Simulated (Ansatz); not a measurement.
# Mo6H: the cost of one run

Computed with Ansatz 0.2.0 (DFT PBE, scalar-relativistic, plane waves, PAW, unless a step names another level, unless a step's input says otherwise).

### Step 1. The system as given

It takes space group P-4m2 (No. 115, tetragonal). The conventional cell has a = 3.181 Å, b = 3.181 Å, c = 9.681 Å, α = 90.00°, β = 90.00°, γ = 90.00°. H (site symmetry -4m2) has 4 Mo at 1.86 Å as nearest neighbours. Around Mo (site symmetry 2mm) lie 14 Mo at 2.72 to 3.18 Å. Mo (site symmetry 2mm) is surrounded by 2 H at 1.86 Å. Around Mo (site symmetry 2mm) lie 8 Mo at 2.71 to 2.76 Å and 2 H at 2.94 Å.

As a file:

```
CELL_PARAMETERS angstrom
3.18084 0.00000 0.00000
0.00000 3.18084 0.00000
0.00000 0.00000 9.68113
ATOMIC_POSITIONS crystal
H 0.00000 0.00000 0.00000
Mo 0.50000 0.00000 0.57887
Mo 0.00000 0.50000 0.42113
Mo 0.00000 0.50000 0.09934
Mo 0.50000 0.00000 0.90066
Mo 0.00000 0.50000 0.74465
Mo 0.50000 0.00000 0.25535
```

It came out lowest among 23 distinct ends of the trial cells. At a tolerance of 0.05 Å it has space group P-4m2 (No. 115).

### Step 2. Tight relaxation for the response runs, on the response runs' mesh and smearing

input.yaml reads:

```yaml
crystal:
  lattice:
    - [3.1808378261, 0.0, 0.0]
    - [0.0, 3.1808378261, 0.0]
    - [0.0, 0.0, 9.6811275061]
  atoms:
    - { symbol: H, position: [0.0, 0.0, 0.0] }
    - { symbol: Mo, position: [0.5, 0.0, 0.5788700368] }
    - { symbol: Mo, position: [0.0, 0.5, 0.4211299632] }
    - { symbol: Mo, position: [0.0, 0.5, 0.0993383353] }
    - { symbol: Mo, position: [0.5, 0.0, 0.9006616647] }
    - { symbol: Mo, position: [0.0, 0.5, 0.7446477483] }
    - { symbol: Mo, position: [0.5, 0.0, 0.2553522517] }
basis:
  ecutwfc: 420
kpoints:
  mp_grid: { grid: [10, 10, 4] }
hamiltonian:
  xc: pbe
scf:
  occupations: { method: gaussian, width: 0.1 }
output:
  forces: true
  stress: true
  eigenvalues: true
relax:
  adjacent_minimum: "off"
  f_tol: 0.001
  max_steps: 60
  cell: { stress_tol: 0.01 }
```

Launch:

```
> ansatz run input.yaml --threads 3 --pin off --max-ram 7680MiB --backend cpu --events-out ev --progress --plain --runs-dir out
```

What time and memory should one allow on 3 threads of Intel Xeon at 2.70GHz, shared host?

About 44 s, with a peak of 0.57 GiB.
